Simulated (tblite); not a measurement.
# C2H8BF2NSi: the cost of one run

Computed with tblite 0.8.0 and PySCF 2.14.0, with density-fitted response routines of our own, on a single molecule in the gas phase. Atoms are numbered from 0 throughout.

## (1) Starting geometry

15 atoms, charge 0, multiplicity 1; geometry from: force field or distance geometry start.

Bonds of the start (Å): F0–B1 1.46, B1–F2 1.44, B1–C3 1.58, C3–C4 1.50, C4–N5 1.44, N5–Si6 1.79, C3–H7 1.14, C3–H8 1.09, C4–H9 1.11, C4–H10 1.12, N5–H11 1.04, Si6–H12 1.48, Si6–H13 1.48, Si6–H14 1.45.

## (2) Geometry optimisation with GFN2-xTB

Job settings and geometry (Å):

```
{"job": {"kind": "relax", "xc": "GFN2-xTB", "basis": "xTB"}, "charge": 0, "multiplicity": 1}
F     -2.530900     1.813100     0.954700
B     -2.509300     0.801900    -0.098000
F     -2.911200     1.194000    -1.425200
C     -1.483500    -0.368900     0.163300
C     -0.103400     0.148600    -0.114500
N      0.801800    -0.949500     0.123700
Si     2.457000    -0.361500    -0.214700
H     -1.523300    -0.564900     1.285200
H     -1.674800    -1.303700    -0.364400
H      0.002700     0.556700    -1.143600
H      0.174400     0.983700     0.579100
H      0.672200    -1.372100     1.061900
H      2.344700     1.080200    -0.514900
H      3.279100    -0.524900     1.005800
H      3.000200    -1.124800    -1.320400
```

The run is started by

```console
$ OMP_NUM_THREADS=1 python probes_run.py task.json out
```

This one command runs all jobs of the session in turn.

Q: Estimate the wall time and peak memory of this first job on 1 thread of Arm Neoverse N1, shared host.

About 1.4 s, with a peak of 0.18 GiB.
